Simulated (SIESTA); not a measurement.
The system is Sn3Te.

```
CELL_PARAMETERS angstrom
4.86562 0.00000 0.00000
0.00000 4.86562 0.00000
0.00000 0.00000 4.86562
ATOMIC_POSITIONS crystal
Te 0.00000 0.00000 0.00000
Sn 0.00000 0.50000 0.50000
Sn 0.50000 0.00000 0.50000
Sn 0.50000 0.50000 0.00000
```

The cell comes from a database or a generator and needn't be the stable form of this composition.

Base run:

```yaml
Program: SIESTA 5.4.2
Functional: PBEsol
Potentials_or_basis: PseudoDojo 0.4 standard (PBEsol files)
Basis: DZ (energy shift 0.003 Ry; two zetas on semicore shells)
Grid_cutoff: 500 Ry
Energy_shift: 0.003 Ry
k_mesh: 6 × 6 × 6
Occupations: fermi-dirac, width 0.05 eV
Spin: no spin polarisation
```

Its results: band gap on the k mesh none (metal or under the smearing width); pressure 0.0 GPa.

**Question.** The run is repeated on the same cell with these changes: basis from DZ (energy shift 0.003 Ry; two zetas on semicore shells) to DZP (energy shift 0.003 Ry; two zetas on semicore shells). What comes out?

**Answer.** Band gap on the k mesh none (metal or under the smearing width); pressure -1.4 GPa.

Caveats: spin-orbit coupling is left out, which moves the levels of the heavy elements; the basis of atomic orbitals isn't converged, which shifts pressures, moduli and gaps; the basis has no polarisation orbitals (some runs).
